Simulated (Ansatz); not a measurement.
# AlH9N2Si: the cost of one run

Program: Ansatz 0.2.0, Gaussian basis. Level of theory: PBE0-D4/def2-SVP. These are calculated values, not measurements.

23 further runs of the same task are left out: 1 that didn't finish, 22 set aside as unsound or not needed.

### 1 The starting structure

The first end: 13 atoms, charge 0, spin multiplicity 1.

Atoms are counted from 1 here; the program's logs count them from 0.

Bond lengths: Al1–H2 1.580 Å, Al1–N3 1.770 Å, Al1–N4 1.778 Å, N3–H7 1.006 Å, N3–H8 1.006 Å, N4–H9 1.007 Å, N4–H10 1.007 Å, H5–Si6 1.493 Å, Si6–H11 1.481 Å, Si6–H12 1.489 Å, Si6–H13 1.481 Å. Angles: H2–Al1–N3 120.5°, H2–Al1–N4 120.1°, N3–Al1–N4 119.3°, Al1–N3–H7 123.7°, Al1–N3–H8 126.2°, H7–N3–H8 110.1°, Al1–N4–H9 123.5°, Al1–N4–H10 125.9°, H9–N4–H10 110.0°, H5–Si6–H11 110.0°, H5–Si6–H12 106.9°, H5–Si6–H13 110.0°, H11–Si6–H12 108.9°, H11–Si6–H13 111.7°, H12–Si6–H13 109.2°.

Geometry (Å):

```xyz
13

Al    1.0690    0.4594    0.8166
H     2.1514   -0.5637    1.3431
N     1.4982    1.6778   -0.3936
N    -0.5612    0.4744    1.5258
H     0.3772   -1.3145   -0.7393
Si   -1.0786   -1.4292   -1.0483
H     2.4045    1.7397   -0.8270
H     0.8859    2.3812   -0.7719
H    -0.8417   -0.1213    2.2876
H    -1.2808    1.1526    1.3370
H    -1.6420   -0.0905   -1.3390
H    -1.1972   -2.2782   -2.2656
H    -1.7844   -2.0879    0.0746
```

The second end:

```xyz
13
AlH9N2Si
Al   -0.07798    0.75023   -0.03586
H     1.27571   -1.81287    1.54830
N     0.76686    2.06360   -0.86973
N    -0.21875    0.77795    1.73023
H     1.45663   -2.49498    1.30097
Si   -1.01727   -1.13162   -1.28208
H     0.89177    2.10437   -1.86780
H     1.18875    2.86916   -0.43706
H    -0.72003    0.08161    2.25724
H     0.13848    1.48768    2.34898
H    -1.90883   -0.69331   -2.39538
H     0.04903   -1.97596   -1.89597
H    -1.82428   -2.02586   -0.40182
```

### 2 The band at PBE0-D4/def2-SVP

File neb/in.yaml:

```yaml
crystal:
  periodic: [false, false, false]
  atoms:
    - {symbol: Al, position_ang: [1.068997, 0.459395, 0.816632]}
    - {symbol: H, position_ang: [2.151356, -0.563697, 1.343072]}
    - {symbol: N, position_ang: [1.498169, 1.677829, -0.393602]}
    - {symbol: N, position_ang: [-0.561241, 0.474385, 1.525788]}
    - {symbol: H, position_ang: [0.377238, -1.314489, -0.739276]}
    - {symbol: Si, position_ang: [-1.078580, -1.429183, -1.048313]}
    - {symbol: H, position_ang: [2.404461, 1.739699, -0.826979]}
    - {symbol: H, position_ang: [0.885907, 2.381197, -0.771942]}
    - {symbol: H, position_ang: [-0.841730, -0.121278, 2.287556]}
    - {symbol: H, position_ang: [-1.280823, 1.152636, 1.337012]}
    - {symbol: H, position_ang: [-1.641991, -0.090465, -1.338951]}
    - {symbol: H, position_ang: [-1.197245, -2.278166, -2.265595]}
    - {symbol: H, position_ang: [-1.784418, -2.087863, 0.074597]}
basis:
  gaussian: {orbitals: def2-SVP}
hamiltonian: {xc: pbe0, dispersion: d4}
neb:
  images: 5
  climbing: true
  max_iterations: 40
  initial_path: idpp
  final_atoms:
    - {symbol: Al, position_ang: [-0.077982, 0.750228, -0.035864]}
    - {symbol: H, position_ang: [1.275706, -1.812869, 1.548299]}
    - {symbol: N, position_ang: [0.766864, 2.063604, -0.869731]}
    - {symbol: N, position_ang: [-0.218747, 0.777954, 1.730228]}
    - {symbol: H, position_ang: [1.456633, -2.494978, 1.300967]}
    - {symbol: Si, position_ang: [-1.017265, -1.131623, -1.282082]}
    - {symbol: H, position_ang: [0.891773, 2.104373, -1.867800]}
    - {symbol: H, position_ang: [1.188754, 2.869164, -0.437064]}
    - {symbol: H, position_ang: [-0.720030, 0.081609, 2.257239]}
    - {symbol: H, position_ang: [0.138477, 1.487679, 2.348977]}
    - {symbol: H, position_ang: [-1.908830, -0.693314, -2.395376]}
    - {symbol: H, position_ang: [0.049030, -1.975964, -1.895967]}
    - {symbol: H, position_ang: [-1.824282, -2.025860, -0.401824]}
```

On the command line:

```bash
$ ansatz run in.yaml --threads 4 --pin off --events-out ev --progress --plain --max-ram 9574MiB
```

**Question.** How long does this run take on 4 threads of AMD EPYC, shared host?

About 11 min.
